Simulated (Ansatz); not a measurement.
**Ge2F: properties of a relaxed candidate**

This session takes a relaxed cell of Ge2F and sets out to compute bands, density of states and charges.

Method: DFT PBE, scalar-relativistic, plane waves, PAW, in Ansatz 0.2.0.

1 further run of the same task is left out (set aside as unsound or not needed).

### Step 1. Starting point

The structure is hexagonal, space group P6/mmm (No. 191). The conventional cell has a = 4.364 Å, b = 4.364 Å, c = 2.931 Å, α = 90.00°, β = 90.00°, γ = 120.00°. Around Ge (site symmetry -6m2) lie 5 Ge at 2.52 to 2.93 Å and 6 F at 2.91 Å. F (site symmetry 6/mmm) has 12 Ge at 2.91 Å and 2 F at 2.93 Å as nearest neighbours.

Coordinates:

```
CELL_PARAMETERS angstrom
4.36443 0.00000 0.00000
-2.18222 3.77971 0.00000
0.00000 0.00000 2.93074
ATOMIC_POSITIONS crystal
Ge 0.33333 0.66667 0.50000
Ge 0.66667 0.33333 0.50000
F 0.00000 0.00000 0.00000
```

It is the end of an earlier relaxation with the same method, from a database cell with other species swapped in; it is a trial structure. At a tolerance of 0.05 Å it has space group P6/mmm (No. 191); it has 16.12 Å³/atom, an uncorrected energy of -0.45 eV/atom over the elements.

### Step 2. Electronic structure at the relaxed geometry

Contents of input.yaml:

```yaml
crystal:
  lattice:
    - [4.3644330743, 0.0, 0.0]
    - [-2.1822165371, 3.7797099155, 0.0]
    - [0.0, 0.0, 2.9307377767]
  atoms:
    - { symbol: Ge, position: [0.3333333333, 0.6666666667, 0.5] }
    - { symbol: Ge, position: [0.6666666667, 0.3333333333, 0.5] }
    - { symbol: F, position: [0.0, 0.0, 0.0] }
basis:
  ecutwfc: 420
kpoints:
  mp_grid: { grid: [12, 12, 16] }
  band_path:
    path:
      - [[0.0, 0.0, 0.0], [0.5, 0.0, 0.0], [0.33333333, 0.33333333, 0.0], [0.0, 0.0, 0.0], [0.0, 0.0, 0.5], [0.5, 0.0, 0.5], [0.33333333, 0.33333333, 0.5], [0.0, 0.0, 0.5]]
      - [[0.5, 0.0, 0.5], [0.5, 0.0, 0.0]]
      - [[0.33333333, 0.33333333, 0.5], [0.33333333, 0.33333333, 0.0]]
    npoints: 14
hamiltonian:
  xc: pbe
scf:
  occupations: { method: gaussian, width: 0.1 }
  n_extra_bands: 7
output:
  forces: true
  stress: true
  eigenvalues: true
  populations: true
  dos: { projected: true, de: 0.02, nscf_kmesh: { grid: [15, 15, 20] } }
  bader: true
  write_density: true
  write_potential: true
  elf: true
  volumetric_format: npy
```

The run is started by

```console
> ansatz run input.yaml --threads 1 --pin off --max-ram 2560MiB --backend cpu --events-out ev --progress --plain --runs-dir out
```

The log of the run, shortened:

```text
Warning: RAYON_NUM_THREADS=1 ignored (pool sized by the plan → 1); use --threads N
scf.n_extra_bands = 7 over 18 filled bands (N_el = 35.0): the run solves 25 bands
[...]
Pseudopotentials: kind: paw
Pseudopotential: Ge, paw, valence charge 14, recommended cutoff 420 eV (normal), Ge.paw.azcp
Pseudopotential: F, paw, valence charge 7, recommended cutoff 420 eV (normal), F.paw.azcp
Functional definition: PBE
[...]
Crystal: 3 atoms, lattice volume = 48.346 Å³
Basis set: ecut = 420 eV, 951 PW (Γ), exchange–correlation on 60×60×40 points (8 copies of the dense FFT grid, shifted against one another)
Bands: 25, of which v1, the nominal top of the filled ones, is band 18 counted from 1 (17 counted from 0)
Symmetry: 24 space group operations
Space group: P6/mmm (ITA 191), of the structure as read, at distance tolerance 3.6e-5 Å
k-points: 171 of 2304
[...]
SCF iter   1: F=—  HF=-9396.920797 eV  |F-HF|=—  |Δ(HF+E_count)|=         —  Δρ=3.54e-3  dr2=6.88e-3  ethr=1.77e-3  ⟨swp⟩=5.5  Hψ=19198  notcnv=0  defer=40
[...]
SCF iter   6: F=-9396.919892 eV  HF=-9396.919892 eV  |F-HF|=1.27e-7  |Δ(HF+E_count)|=   2.45e-7  Δρ=1.73e-5  dr2=6.03e-8  ethr=2.86e-10  ⟨swp⟩=11.1  Hψ=29588  notcnv=0
[...]
NSCF: frozen V_eff on 129 k-points
NSCF: frozen V_eff on 297 k-points
SCF converged after 6 iterations
Free energy (F): -9396.919892 eV
[...]
E sigma→0 (E₀):  -9396.917375 eV
Entropy (-TS):   -0.005035 eV (-1.678 meV/atom)
Fermi energy:    8.332803 eV
[...]
--- Forces (eV/Å), atoms counted from 1 ---
  atom   1  Ge     0.00000000     0.00000000    -0.00000000
  atom   2  Ge    -0.00000000    -0.00000000     0.00000000
  atom   3  F      0.00000000     0.00000000    -0.00000000
[...]
--- Stress (GPa, compression-positive) ---
       -0.004174       0.000000       0.000000
        0.000000      -0.004174       0.000000
        0.000000       0.000000       0.009121
  P = ⅓ Tr σ = 0.0003 GPa (0.003 kbar)
--- Band table (eV; the first three rows and the last of 171) ---
  k-point 0: bands = ["-16.1857", "-16.0386", "-16.0386", "-16.0378", "-16.0137", "-16.0137", "-15.9533", "-15.9533", "-15.9048", "-15.9048", "-13.0453", "-2.8753", "4.6065", "4.8185", "4.8185", "6.2021", "6.5621", "6.5621", "13.3511", "13.3511", "13.5946", "17.1093", "18.9591", [...]
--- Löwdin populations: 3 sites ---
  site symbol       q [e]
     0     Ge     13.6607
     1     Ge     13.6607
     2      F      7.5639
  spilling = 0.003276 (of n_electrons = 35.000000)
--- Bader charges: 3 sites ---
  site symbol  charge [e]  shift [e]
     0     Ge      0.3789     0.0000
     1     Ge      0.3789     0.0000
     2      F     -0.7578     0.0000
  estimated error of the sums over rays = 1.2e-4 e
```

Wall time 24 s (1 thread of Intel Xeon 6975P-C (Granite Rapids), shared host); peak memory 0.54 GiB.

Site by site:

```csv
atom,Löwdin electrons,Bader charge (e),Bader volume (Å³)
Ge1,13.66,+0.38,17.8
Ge2,13.66,+0.38,17.8
F3,7.56,-0.76,12.7
```

bands.tsv at the labelled points (eV, zero at the Fermi level; the bands nearest the Fermi level):

| point | band 14 | band 15 | band 16 | band 17 | band 18 | band 19 | band 20 | band 21 |
| --- | --- | --- | --- | --- | --- | --- | --- | --- |
| Γ | -3.51 | -3.51 | -2.13 | -1.77 | -1.77 | 5.02 | 5.02 | 5.26 |
| M | -4.66 | -2.17 | -2.05 | -0.48 | 0.84 | 6.22 | 6.89 | 7.44 |
| K | -3.20 | -2.47 | -2.47 | -2.04 | 4.06 | 4.06 | 7.00 | 7.00 |
| Γ | -3.51 | -3.51 | -2.13 | -1.77 | -1.77 | 5.02 | 5.02 | 5.26 |
| A | -2.86 | -2.86 | -2.70 | -0.49 | 0.21 | 0.21 | 1.63 | 5.02 |
| L | -4.61 | -3.02 | -2.97 | -1.23 | -0.89 | -0.47 | 3.95 | 7.69 |
| H | -4.47 | -4.02 | -4.02 | -0.52 | -0.52 | 0.04 | 5.93 | 5.93 |
| A | -2.86 | -2.86 | -2.70 | -0.49 | 0.21 | 0.21 | 1.63 | 5.02 |
| L | -4.61 | -3.02 | -2.97 | -1.23 | -0.89 | -0.47 | 3.95 | 7.69 |
| M | -4.66 | -2.17 | -2.05 | -0.48 | 0.84 | 6.22 | 6.89 | 7.44 |
| H | -4.47 | -4.02 | -4.02 | -0.52 | -0.52 | 0.04 | 5.93 | 5.93 |
| K | -3.20 | -2.47 | -2.47 | -2.04 | 4.06 | 4.06 | 7.00 | 7.00 |

Counts of states by energy window (eV from the Fermi level), total and by projection:

```csv
from,to,total,Ge 4s,Ge 4p,F 2p
-8,-7,0.65,0.41,0.22,0.02
-7,-6,0.53,0.30,0.20,0.03
-6,-5,0.38,0.20,0.14,0.03
-5,-4,1.10,0.13,0.50,0.45
-4,-3,2.39,0.18,0.66,1.52
-3,-2,2.95,0.22,0.14,2.56
-2,-1,0.99,0.04,0.54,0.39
-1,0,1.95,0.04,1.36,0.52
0,1,0.84,0.06,0.66,0.10
1,2,1.03,0.13,0.80,0.07
2,3,0.61,0.09,0.46,0.04
3,4,0.84,0.19,0.58,0.04
4,5,1.05,0.17,0.78,0.04
5,6,1.34,0.12,1.10,0.04
```

A further 24 or so states lie below the table's range.

Density in a lattice plane of the grid's cell (edges 4.36 and 4.36 Å, at 0.500 of the third edge), which holds Ge.

Ten even steps from '0' (0.05 e/Å³) to '9' (39.75 e/Å³):
```
000000000000000000000000
000000000000000000000000
000000000000000000000000
000000000110000000000000
000000013421000000000000
000000258831000000000000
000001389620000000000000
000001354200000000000000
000000111000000000000000
000000000000000000000000
000000000000000011100000
000000000000000245310000
000000000000002698310000
000000000000013885200000
000000000000012431000000
000000000000001100000000
000000000000000000000000
000000000000000000000000
000000000000000000000000
000000000000000000000000
```
Columns run along the first of these edges and rows up along the second, over one cell in 24 and 20 even steps from the bottom left corner. Atoms in the plane (fractional): Ge at (0.33, 0.67), Ge at (0.67, 0.33).

ELF in the same plane.

Ten even steps from '0' (0.02) to '9' (0.77):
```
000001257888887642000000
000012456666666531000000
000124455444555431000000
001344432222444431000000
124444310001345442110001
455543100001355654322223
776542000003567765433446
987531000025688865544567
987532112356898765445568
987543334578987543334578
986554456789865321123578
976544556888652000013578
764433456776530000024567
432222345655310000134555
110001124454310001344442
000000013444422223444310
000000013455544455442100
000000013566666665421000
000000024678888875210000
000000136899999863100000
```
Columns run along the first of these edges and rows up along the second, over one cell in 24 and 20 even steps from the bottom left corner. Atoms in the plane (fractional): Ge at (0.33, 0.67), Ge at (0.67, 0.33).

Both are smooth fields of the valence electrons: close to the nuclei they are not physical.

The highest ELF values outside the cores: 0.82 in the shell around F, 0.6 Å from F; 0.77 on the Ge–Ge line, 1.3 Å from Ge.

### Step 3. Changed: mp_grid.grid [6, 6, 8], pseudopotentials.kind nc, ecutwfc left out

Contents of input.yaml:

```yaml
crystal:
  lattice:
    - [4.3644330743, 0.0, 0.0]
    - [-2.1822165371, 3.7797099155, 0.0]
    - [0.0, 0.0, 2.9307377767]
  atoms:
    - { symbol: Ge, position: [0.3333333333, 0.6666666667, 0.5] }
    - { symbol: Ge, position: [0.6666666667, 0.3333333333, 0.5] }
    - { symbol: F, position: [0.0, 0.0, 0.0] }
kpoints:
  mp_grid: { grid: [6, 6, 8] }
hamiltonian:
  xc: pbe
  pseudopotentials: { kind: nc }
scf:
  occupations: { method: gaussian, width: 0.1 }
output:
  forces: true
  eigenvalues: true
  stress: true
```

The run is started by

```console
> ansatz run input.yaml --threads 1 --pin off --max-ram 2560MiB --backend cpu --events-out ev --progress --plain --runs-dir out
```

The log of the run, shortened:

```text
Warning: RAYON_NUM_THREADS=1 ignored (pool sized by the plan → 1); use --threads N
[...]
Pseudopotentials: kind: nc
Pseudopotential: Ge, nc, valence charge 14, recommended cutoff 1061.244064 eV (normal), Ge.nc.azcp
Pseudopotential: F, nc, valence charge 7, recommended cutoff 1320 eV (normal), F.nc.azcp
[... 1 set-up line as earlier in the session ...]
[...]
Crystal: 3 atoms, lattice volume = 48.346 Å³
Basis set: ecut = 1320 eV, 5243 PW (Γ), exchange–correlation on 108×108×72 points (8 copies of the dense FFT grid, shifted against one another)
Bands: 22, of which v1, the nominal top of the filled ones, is band 18 counted from 1 (17 counted from 0)
[... 2 set-up lines as earlier in the session ...]
k-points: 35 of 288
[...]
SCF iter   1: F=—  HF=-5544.552991 eV  |F-HF|=—  |Δ(HF+E_count)|=         —  Δρ=9.35e-2  dr2=4.39e0  ethr=3.10e-3  ⟨swp⟩=6.1  Hψ=3969  notcnv=0
[...]
SCF iter  12: F=-5543.288668 eV  HF=-5543.288668 eV  |F-HF|=6.97e-10  |Δ(HF+E_count)|=   3.18e-8  Δρ=2.03e-6  dr2=1.11e-9  ethr=2.86e-10  ⟨swp⟩=8.0  Hψ=3071  notcnv=0
[...]
SCF converged after 12 iterations
Free energy (F): -5543.288668 eV
[...]
E sigma→0 (E₀):  -5543.286068 eV
Entropy (-TS):   -0.005199 eV (-1.733 meV/atom)
Fermi energy:    9.263326 eV
[...]
--- Forces (eV/Å), atoms counted from 1 ---
  atom   1  Ge     0.00000000     0.00000000    -0.00000000
  atom   2  Ge    -0.00000000    -0.00000000     0.00000000
  atom   3  F      0.00000000     0.00000000     0.00000000
[...]
--- Stress (GPa, compression-positive) ---
       -0.027143       0.000000      -0.000000
        0.000000      -0.027143       0.000000
       -0.000000       0.000000      -0.135220
  P = ⅓ Tr σ = -0.0632 GPa (-0.632 kbar)
--- Band table (eV; the first three rows and the last of 35) ---
[... band rows left out ...]
[...]
```

Wall time 6.1 s (1 thread of Intel Xeon 6975P-C (Granite Rapids), shared host); peak memory 0.43 GiB.

```csv
run,ending,energy change,pressure (GPa),gap (eV),force (eV/Å),cycles,time
step 2,converged,-,0.0,0.00,0.00,6,24 s
variant,converged,not comparable,-0.1,0.00,0.00,12,6.1 s
```

After a change of potentials the difference of the totals has no physical meaning; pressure, gap, moments and forces, where computed, barely move.

### Step 4. Results

| quantity | value |
| --- | --- |
| gap | none (metal) |
| states at the Fermi level | 1.17 per eV per cell |
| Bader charges | Ge +0.38, F -0.76 e |

**Reading.** Bands cross the Fermi level: a metal at this level of theory. Of the projected weight within 0.25 eV of the Fermi level, the largest part is Ge 4p (75 %). Bader charges reach 0.8 e, so charge transfer in this metal is moderate. Spin polarisation is off in the runs that give these values; a magnetic solution could lie lower.
